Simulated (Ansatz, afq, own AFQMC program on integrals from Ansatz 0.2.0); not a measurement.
# GeNH₃ (singlet): quantum Monte Carlo beside coupled cluster at distance Ge1–N2 = 1.434 Å, cc-pVDZ

How near does AFQMC come to the top of the ladder for GeNH₃ (singlet)?

The runs use Ansatz 0.2.0, Gaussian basis, and an in-house AFQMC program (afq) on its integrals; all values are calculated; cc-pVDZ, frozen cores.

Plan: PBE (unrestricted); r2SCAN (unrestricted); PBE0 (unrestricted); B3LYP (unrestricted); wB97M-V (unrestricted); B2PLYP (unrestricted); CCSD(T) on RHF; CCSDT(Q) on RHF; Phaseless AFQMC, CISD trial on RHF; UHF.

1 further run of the same task is left out (it didn't finish).

### Step 1. What is computed

The geometry derives from a PBE0/def2-TZVP stationary point (not a proven minimum). One bond is set to the value named and the two fragments are kept rigid. No spin-orbit coupling is included. The filled d shell of Ge may be among the frozen orbitals whatever the setting's name suggests; the logs give the count.

5 atoms, charge 0, spin multiplicity 1.

Atoms are counted from 1 here; the program's logs count them from 0.

Bond lengths: Ge1–N2 1.434 Å, Ge1–H3 1.602 Å, N2–H4 1.007 Å, N2–H5 1.008 Å. Angles: N2–Ge1–H3 92.7°, Ge1–N2–H4 125.7°, Ge1–N2–H5 121.9°, H4–N2–H5 112.5°.

Coordinates:

```mol
GeH3N
  3D, bonds by distance, orders not assigned

  5  4  0  0  0  0  0  0  0  0999 V2000
    0.0000   -0.0268    0.2672 Ge  0  0
    0.0000    0.0229   -1.1659 N   0  0
    0.0000    1.5694    0.3967 H   0  0
    0.0000    0.8609   -1.7247 H   0  0
    0.0000   -0.8140   -1.7270 H   0  0
  1  2  8  0
  1  3  8  0
  2  4  8  0
  2  5  8  0
M  END
```

### Step 2. PBE (unrestricted)

in.yaml

```yaml
crystal:
  periodic: [false, false, false]
  atoms:
    - {symbol: Ge, position_ang: [0.000000, -0.026837, 0.267209]}
    - {symbol: N, position_ang: [0.000000, 0.022865, -1.165930]}
    - {symbol: H, position_ang: [0.000000, 1.569419, 0.396738]}
    - {symbol: H, position_ang: [0.000000, 0.860891, -1.724706]}
    - {symbol: H, position_ang: [0.000000, -0.813960, -1.726986]}
basis:
  gaussian: {orbitals: cc-pVDZ}
magnetization: {spin_polarized: true, initial_magnetization: 0}
hamiltonian: {xc: {name: PBE}}
output: {orbitals: {seedname: orbitals}}
```

The run is started by

```
$ ansatz run in.yaml --threads 1 --pin off --events-out ev --progress --plain --max-ram 1382MiB
```

Standard output:

```text
Functional definition: PBE
  name "PBE"
  cite "Perdew, Burke & Ernzerhof, Phys. Rev. Lett. 77, 3865 (1996) doi:10.1103/PhysRevLett.77.3865"
  parent pbe
  parameter kappa = 0.804
  parameter beta = 0.06672455060314922
  exchange = pbe_x(kappa = kappa, mu = beta*pi^2/3)
  correlation = pbe_c(beta = beta)
747 factors; their error is unknown
mean field evaluation 1: about -58032.8574 eV, gradient 4.7e1 eV
mean field evaluation 2: about -58001.5047 eV, gradient 8.6e1 eV
mean field evaluation 4: about -58041.5031 eV, gradient 4.0e0 eV
mean field evaluation 8: about -58041.6398 eV, gradient 7.0e-2 eV
mean field evaluation 16: about -58041.6270 eV, gradient 1.3e-5 eV
mean field -58041.62699066 eV, -2132.9904498791 hartree, gradient 1.3e-5 eV, S^2 0.000000; 0 other end points of the search recorded, 0 dependent functions left out
reference -58041.62701869 eV, -2132.9904509091 hartree; 21, 21 occupied and 35, 35 virtual orbitals, 747 factors
Total energy: -58041.62701869 eV, -2132.9904509091 hartree
```

It took 0.66 s on 1 thread of AMD EPYC 9R45 (Zen 5), shared host.

From the report: ⟨S²⟩ of the determinant 0.000 (pure singlet: 0.00).

### Step 3. r2SCAN (unrestricted)

in.yaml, as its differences from that of step 2:

```diff
@@ -11,3 +11,2 @@
 magnetization: {spin_polarized: true, initial_magnetization: 0}
-hamiltonian: {xc: {name: PBE}}
-output: {orbitals: {seedname: orbitals}}
+hamiltonian: {xc: {name: r2SCAN}}
```

The command is unchanged.

Standard output:

```text
Functional definition: r2SCAN
  name "r2SCAN"
  cite "Furness, Kaplan, Ning, Perdew & Sun, J. Phys. Chem. Lett. 11, 8208 (2020) doi:10.1021/acs.jpclett.0c02405"
  cite "Furness, Kaplan, Ning, Perdew & Sun, J. Phys. Chem. Lett. 11, 9248 (2020) doi:10.1021/acs.jpclett.0c03077"
  parent r2scan
  parameter k0 = 0.174
  parameter k1 = 0.065
  parameter a1 = 4.9479
  exchange = r2scan_x(k0 = k0, k1 = k1, a1 = a1)
  correlation = r2scan_c
747 factors; their error is unknown
mean field evaluation 1: about -58043.9202 eV, gradient 4.3e1 eV
mean field evaluation 2: about -58024.1842 eV, gradient 7.3e1 eV
mean field evaluation 4: about -58050.9823 eV, gradient 2.5e0 eV
mean field evaluation 8: about -58051.0138 eV, gradient 3.9e-2 eV
mean field -58051.01381740 eV, -2133.3354093990 hartree, gradient 1.7e-5 eV, S^2 0.000000; 0 other end points of the search recorded, 0 dependent functions left out
reference -58051.01382623 eV, -2133.3354097235 hartree; 21, 21 occupied and 35, 35 virtual orbitals, 747 factors
Total energy: -58051.01382623 eV, -2133.3354097235 hartree
```

Wall time 1.3 s (1 thread of AMD EPYC 9R45 (Zen 5), shared host).

From the report: ⟨S²⟩ of the determinant 0.000 (pure singlet: 0.00).

### Step 4. PBE0 (unrestricted)

in.yaml, as its differences from that of step 3:

```diff
@@ -11,2 +11,3 @@
 magnetization: {spin_polarized: true, initial_magnetization: 0}
-hamiltonian: {xc: {name: r2SCAN}}
+hamiltonian: {xc: {name: PBE0}}
+output: {orbitals: {seedname: orbitals}}
```

Launched as before.

Standard output:

```text
Functional definition: PBE0
  name "PBE0"
  cite "Adamo & Barone, J. Chem. Phys. 110, 6158 (1999) doi:10.1063/1.478522"
  cite "Perdew, Burke & Ernzerhof, Phys. Rev. Lett. 77, 3865 (1996) doi:10.1103/PhysRevLett.77.3865"
  parent pbe
  parameter a = 0.25
  parameter kappa = 0.804
  parameter beta = 0.06672455060314922
  exchange = (1 - a)*pbe_x(kappa = kappa, mu = beta*pi^2/3) + a*exact_x
  correlation = pbe_c(beta = beta)
597 factors; integrals over basis functions are off by at most 1.3e-3 eV
mean field evaluation 1: about -58037.7003 eV, gradient 3.8e1 eV
mean field evaluation 2: about -58029.7157 eV, gradient 5.5e1 eV
mean field evaluation 4: about -58043.2503 eV, gradient 1.1e0 eV
mean field evaluation 8: about -58043.3165 eV, gradient 9.2e-3 eV
mean field -58043.31650643 eV, -2133.0525384384 hartree, gradient 2.9e-5 eV, S^2 0.000000; 0 other end points of the search recorded, 0 dependent functions left out
reference -58043.31652703 eV, -2133.0525391955 hartree; 21, 21 occupied and 35, 35 virtual orbitals, 597 factors
Total energy: -58043.31652703 eV, -2133.0525391955 hartree
```

It took 0.96 s on 1 thread of AMD EPYC 9R45 (Zen 5), shared host.

From the report: ⟨S²⟩ of the determinant 0.000 (pure singlet: 0.00).

### Step 5. B3LYP (unrestricted)

in.yaml, as its differences from that of step 4:

```diff
@@ -11,3 +11,2 @@
 magnetization: {spin_polarized: true, initial_magnetization: 0}
-hamiltonian: {xc: {name: PBE0}}
-output: {orbitals: {seedname: orbitals}}
+hamiltonian: {xc: {name: B3LYP}}
```

Same command.

Standard output, shortened:

```text
Functional definition: B3LYP
  name "B3LYP"
  cite "Stephens, Devlin, Chabalowski & Frisch, J. Phys. Chem. 98, 11623 (1994) doi:10.1021/j100096a001"
  cite "Becke, Phys. Rev. A 38, 3098 (1988) doi:10.1103/PhysRevA.38.3098"
  cite "Lee, Yang & Parr, Phys. Rev. B 37, 785 (1988) doi:10.1103/PhysRevB.37.785"
  cite "Vosko, Wilk & Nusair, Can. J. Phys. 58, 1200 (1980) doi:10.1139/p80-159"
[...]
597 factors; integrals over basis functions are off by at most 1.3e-3 eV
[...]
mean field -58053.51052905 eV, -2133.4271618597 hartree, gradient 4.2e-5 eV, S^2 0.000000; 0 other end points of the search recorded, 0 dependent functions left out
reference -58053.51072118 eV, -2133.4271689203 hartree; 21, 21 occupied and 35, 35 virtual orbitals, 597 factors
Total energy: -58053.51072118 eV, -2133.4271689203 hartree
```

Run time: 0.99 s. Hardware: 1 thread of AMD EPYC 9R45 (Zen 5), shared host.

From the report: ⟨S²⟩ of the determinant 0.000 (pure singlet: 0.00).

### Step 6. wB97M-V (unrestricted)

in.yaml, as its differences from that of step 5:

```diff
@@ -11,2 +11,3 @@
 magnetization: {spin_polarized: true, initial_magnetization: 0}
-hamiltonian: {xc: {name: B3LYP}}
+hamiltonian: {xc: {name: wB97M-V}}
+output: {orbitals: {seedname: orbitals}}
```

Launched as before.

Standard output, shortened:

```text
Functional definition: wB97M-V
  name "wB97M-V"
  cite "Mardirossian & Head-Gordon, J. Chem. Phys. 144, 214110 (2016) doi:10.1063/1.4952647"
  cite "Becke, J. Chem. Phys. 107, 8554 (1997) doi:10.1063/1.475007"
  cite "Vydrov & Van Voorhis, J. Chem. Phys. 133, 244103 (2010) doi:10.1063/1.3521275"
  # Of w^i u^j: cxij and so on, Table III.
[...]
  gx(w, u) = 1 - cx + cx01*u + cx10*w
  gss(w, u) = css00 + css04*u^4 + css10*w + css20*w^2 + css43*w^4*u^3
  gos(w, u) = cos00 + cos10*w + (cos20 + cos21*u)*w^2 + (cos60 + cos61*u)*w^6
[...]
      + integral(e_c_pw_mod_opposite_spin*gos(b97_w_opposite, b97_u_opposite)) + vv10(b, c)
597 factors; integrals over basis functions are off by at most 1.3e-3 eV
172 factors; integrals over basis functions are off by at most 4.2e-6 eV
[...]
mean field -58048.37883147 eV, -2133.2385754520 hartree, gradient 6.2e-5 eV, S^2 0.000000; 0 other end points of the search recorded, 0 dependent functions left out
reference -58048.37886312 eV, -2133.2385766151 hartree; 21, 21 occupied and 35, 35 virtual orbitals, 597 factors
Total energy: -58048.37886312 eV, -2133.2385766151 hartree
```

Run time: 3.2 s. Hardware: 1 thread of AMD EPYC 9R45 (Zen 5), shared host; peak memory 0.25 GiB.

From the report: ⟨S²⟩ of the determinant 0.000 (pure singlet: 0.00).

### Step 7. B2PLYP (unrestricted)

in.yaml, as its differences from that of step 6:

```diff
@@ -11,3 +11,3 @@
 magnetization: {spin_polarized: true, initial_magnetization: 0}
-hamiltonian: {xc: {name: wB97M-V}}
-output: {orbitals: {seedname: orbitals}}
+hamiltonian: {xc: {name: B2PLYP}}
+correlation: {electrons: outside_noble_gas}
```

Launched as before.

Standard output, shortened:

```text
Functional definition: B2PLYP
  name "B2PLYP"
  cite "Grimme, J. Chem. Phys. 124, 034108 (2006) doi:10.1063/1.2148954"
  cite "Becke, Phys. Rev. A 38, 3098 (1988) doi:10.1103/PhysRevA.38.3098"
  cite "Lee, Yang & Parr, Phys. Rev. B 37, 785 (1988) doi:10.1103/PhysRevB.37.785"
[...]
597 factors; integrals over basis functions are off by at most 1.3e-3 eV
[...]
mean field -58036.88764615 eV, -2132.8162821808 hartree, gradient 2.0e-6 eV, S^2 0.000000; 0 other end points of the search recorded, 0 dependent functions left out
15 core orbitals not correlated: weight in the atoms' cores, before any rotation towards them, 0.957 or more for the frozen orbitals, at most 0.034 for the correlated occupied ones
reference -58036.88776627 eV, -2132.8162865950 hartree; 6, 6 occupied and 35, 35 virtual orbitals, 597 factors
second order -8.41169502 eV of doubles, -0.00000000 eV of singles
Total energy: -58039.15892393 eV, -2132.8997500994 hartree
```

It took 0.9 s on 1 thread of AMD EPYC 9R45 (Zen 5), shared host.

From the report: ⟨S²⟩ of the determinant 0.000 (pure singlet: 0.00).

### Step 8. CCSD(T) on RHF

in.yaml, as its differences from that of step 7:

```diff
@@ -10,4 +10,3 @@
   gaussian: {orbitals: cc-pVDZ}
-magnetization: {spin_polarized: true, initial_magnetization: 0}
-hamiltonian: {xc: {name: B2PLYP}}
-correlation: {electrons: outside_noble_gas}
+magnetization: {spin_polarized: false}
+correlation: {method: ccsd_t, electrons: outside_noble_gas, hamiltonian_folder: ham}
```

Launched as before.

Standard output, shortened:

```text
Functional definition: HF
  name "HF"
  cite "Fock, Z. Phys. 61, 126 (1930) doi:10.1007/BF01340294"
  parent pbe
[...]
597 factors; integrals over basis functions are off by at most 1.3e-3 eV
[...]
mean field -57997.86295681 eV, -2131.3821512994 hartree, gradient 8.9e-7 eV, S^2 0.000000; 0 other end points of the search recorded, 0 dependent functions left out
15 core orbitals not correlated: weight in the atoms' cores, before any rotation towards them, 0.968 or more for the frozen orbitals, at most 0.026 for the correlated occupied ones
reference -57997.86295681 eV, -2131.3821512994 hartree; 6, 6 occupied and 35, 35 virtual orbitals, 597 factors
second order -6.86466325 eV of doubles, -0.00000000 eV of singles
cycle   1  -7.32335312 eV  change   -4.6e-1 eV  update   6.7e-2
[...]
cycle   9  -7.59509140 eV  change    1.4e-6 eV  update   6.9e-6
perturbative correction -0.18489551 eV, -0.0067947848 hartree
Total energy: -58005.64294373 eV, -2131.6680605450 hartree
```

Run time: 0.57 s. Hardware: 1 thread of AMD EPYC 9R45 (Zen 5), shared host.

From the report: correlation -7.7800 eV; T1 0.012; largest double amplitude 0.06.

This run also writes the integrals to the folder ham.

### Step 9. CCSDT(Q) on RHF

in.yaml, as its differences from that of step 8:

```diff
@@ -11,2 +11,2 @@
 magnetization: {spin_polarized: false}
-correlation: {method: ccsd_t, electrons: outside_noble_gas, hamiltonian_folder: ham}
+correlation: {method: ccsdt_q, electrons: outside_noble_gas}
```

The command is unchanged.

Standard output, shortened:

```text
Functional definition: HF
  name "HF"
  cite "Fock, Z. Phys. 61, 126 (1930) doi:10.1007/BF01340294"
  parent pbe
[...]
1119 factors; integrals over basis functions are off by at most 2.1e-7 eV
[...]
mean field -57997.86306310 eV, -2131.3821552055 hartree, gradient 2.1e-6 eV, S^2 0.000000; 0 other end points of the search recorded, 0 dependent functions left out
15 core orbitals not correlated: weight in the atoms' cores, before any rotation towards them, 0.968 or more for the frozen orbitals, at most 0.026 for the correlated occupied ones
reference -57997.86306310 eV, -2131.3821552055 hartree; 6, 6 occupied and 35, 35 virtual orbitals, 1119 factors
second order -6.86468995 eV of doubles, -0.00000000 eV of singles
cycle   1  -7.32334816 eV  change   -4.6e-1 eV  update   7.5e-2
[...]
cycle  14  -7.79498500 eV  change   -8.1e-7 eV  update   2.1e-7
perturbative correction -0.01602151 eV, -0.0005887795 hartree
Total energy: -58005.67406961 eV, -2131.6692044002 hartree
```

Wall time 4.6 s (1 thread of AMD EPYC 9R45 (Zen 5), shared host); peak memory 0.25 GiB.

From the report: correlation -7.8110 eV; T1 0.012; largest double amplitude 0.07.

### Step 10. Phaseless AFQMC, CISD trial on RHF

It reads the integrals that the CCSD(T) run on this determinant wrote.

The run is started by

```
$ afq ham --method phaseless --trial cisd --walkers 60 --populations 1 --least-time 40 --time-step 0.005 --steps-per-block 50 --equilibration-blocks 28 --max-blocks 300 --target-error 0.00042 --factor-cut 1e-05 --seed 2676 --release-times 0.24,0.51,0.99,1.62,2.4 --release-step 0.03 --release-every 4 --taylor-order 6
```

Standard output:

```text
orbitals 41  electrons 6 6  factors 349 of 597
reference energy -2131.38215130 Eh
CCSD correlation -0.27911426 Eh in 9 cycles, weight of the determinant in the CISD state 0.8851
energy of the start -2131.661266 Eh
 block  time / (1/Eh)  mean weight  energy / Eh
     1     0.250  0.9984  -2131.657251
     2     0.500  1.0007  -2131.664250
     3     0.750  0.9996  -2131.662291
     4     1.000  0.9994  -2131.662034
     5     1.250  1.0016  -2131.669003
     6     1.500  0.9984  -2131.670415
     7     1.750  0.9980  -2131.675846
     8     2.000  1.0007  -2131.668181
     9     2.250  0.9992  -2131.669666
    10     2.500  1.0009  -2131.667034
    17     4.250  1.0010  -2131.664732
    25     6.250  0.9978  -2131.667059
    33     8.250  0.9990  -2131.669851
    41    10.250  1.0007  -2131.671925
    49    12.250  1.0008  -2131.673609
    57    14.250  0.9971  -2131.663225
    65    16.250  0.9996  -2131.669061
    73    18.250  1.0006  -2131.673836
    81    20.250  1.0011  -2131.670167
    89    22.250  0.9980  -2131.663836
    97    24.250  1.0029  -2131.674774
   105    26.250  1.0023  -2131.669688
   113    28.250  0.9989  -2131.672155
   121    30.250  1.0003  -2131.666258
   129    32.250  1.0024  -2131.665268
   137    34.250  1.0003  -2131.662602
   145    36.250  1.0019  -2131.667456
   153    38.250  1.0004  -2131.665868
   161    40.250  0.9997  -2131.679632
   169    42.250  1.0020  -2131.665776
   177    44.250  0.9994  -2131.686816
   185    46.250  1.0001  -2131.668066
   193    48.250  1.0018  -2131.667608
   201    50.250  1.0003  -2131.666012
   209    52.250  0.9987  -2131.670181
   217    54.250  0.9984  -2131.667908
   225    56.250  1.0003  -2131.689658
   233    58.250  1.0008  -2131.669800
   241    60.250  0.9990  -2131.668652
   249    62.250  1.0016  -2131.665723
   257    64.250  0.9998  -2131.675897
   265    66.250  0.9974  -2131.663234
   273    68.250  0.9963  -2131.669475
   281    70.250  0.9997  -2131.666295
   289    72.250  1.0003  -2131.662995
   297    74.250  1.0016  -2131.664291
   305    76.250  1.0009  -2131.670236
   313    78.250  0.9997  -2131.665365
   321    80.250  1.0002  -2131.667186
blocks merged  error / Eh  count
     1  0.000337  300
     2  0.000404  150
     4  0.000453  75
     8  0.000506  37
    16  0.000541  18
    32  0.000525  9
released: time / (1/Eh)  energy / Eh  error  mean overlap
  0.24  -2131.669656  0.000529  1.0062
  0.51  -2131.669055  0.000424  1.0157
  0.99  -2131.669767  0.000559  1.0038
  1.62  -2131.669551  0.000498  0.9847
  2.40  -2131.669434  0.000704  0.9737
energy -2131.669756 +/- 0.000541 Eh
```

It took 2.8 min on 1 thread of AMD EPYC 9R45 (Zen 5), shared host.

Energy -58005.6891 ± 0.0147 eV. Caveats: constraint bias not in the error.

### Step 11. UHF

in.yaml, as its differences from that of step 9:

```diff
@@ -10,3 +10,4 @@
   gaussian: {orbitals: cc-pVDZ}
-magnetization: {spin_polarized: false}
-correlation: {method: ccsdt_q, electrons: outside_noble_gas}
+magnetization: {spin_polarized: true, initial_magnetization: 0}
+hamiltonian: {xc: hf}
+output: {orbitals: {seedname: orbitals}}
```

The run is started by

```
$ ansatz run in.yaml --threads 1 --pin off --events-out ev --progress --plain --max-ram 1382MiB
```

Standard output:

```text
Functional definition: HF
  name "HF"
  cite "Fock, Z. Phys. 61, 126 (1930) doi:10.1007/BF01340294"
  parent pbe
  exchange = exact_x
  correlation = 0
597 factors; integrals over basis functions are off by at most 1.3e-3 eV
mean field evaluation 1: about -57996.1252 eV, gradient 2.0e1 eV
mean field evaluation 2: about -57996.1287 eV, gradient 2.0e1 eV
mean field evaluation 4: about -57997.8444 eV, gradient 1.5e0 eV
mean field evaluation 8: about -57997.8630 eV, gradient 4.5e-4 eV
mean field evaluation 16: about -57997.7104 eV, gradient 1.2e0 eV
mean field evaluation 32: about -57997.3744 eV, gradient 1.1e1 eV
mean field -57997.86295681 eV, -2131.3821512994 hartree, gradient 1.6e-5 eV, S^2 0.000000; 0 other end points of the search recorded, 0 dependent functions left out
reference -57997.86295681 eV, -2131.3821512994 hartree; 21, 21 occupied and 35, 35 virtual orbitals, 597 factors
Total energy: -57997.86295681 eV, -2131.3821512994 hartree
```

Run time: 0.51 s. Hardware: 1 thread of AMD EPYC 9R45 (Zen 5), shared host.

From the report: ⟨S²⟩ of the determinant 0.000 (pure singlet: 0.00).

### Step 12. All levels side by side

On the RHF determinant, counted from CCSDT(Q) (a yardstick, not exact):

| level | energy (eV) | from CCSDT(Q) (kJ/mol) | statistical error (kJ/mol) | time |
| --- | --- | --- | --- | --- |
| HF | -57997.8630 | +753.7 |  |  |
| MP2 | -58004.7276 | +91.3 |  |  |
| CCSD | -58005.4580 | +20.8 |  |  |
| CCSD(T) | -58005.6429 | +3.0 |  |  |
| CCSDT(Q) | -58005.6741 | 0.0 |  |  |
| Phaseless AFQMC, CISD trial, step 0.005, 60 walkers | -58005.6891 | -1.4 | 1.4 | 2.8 min |

The functionals' totals stand on their own zeros and serve differences with other points: PBE -58041.627 eV; r2SCAN -58051.014 eV; PBE0 -58043.317 eV; B3LYP -58053.511 eV; wB97M-V -58048.379 eV; B2PLYP -58039.159 eV.

### Step 13. Results

| quantity | value |
| --- | --- |
| CCSD(T) on RHF from CCSDT(Q) | +3.0 kJ/mol |
| Phaseless AFQMC, CISD trial on RHF from CCSDT(Q) | -1.4 ± 1.4 kJ/mol |

In words: On RHF the phaseless walk with the CISD trial lies -1.4 kJ/mol from CCSDT(Q), within three error bars. Error bars are statistical and leave out the constraint, the time step and what remains of the start.
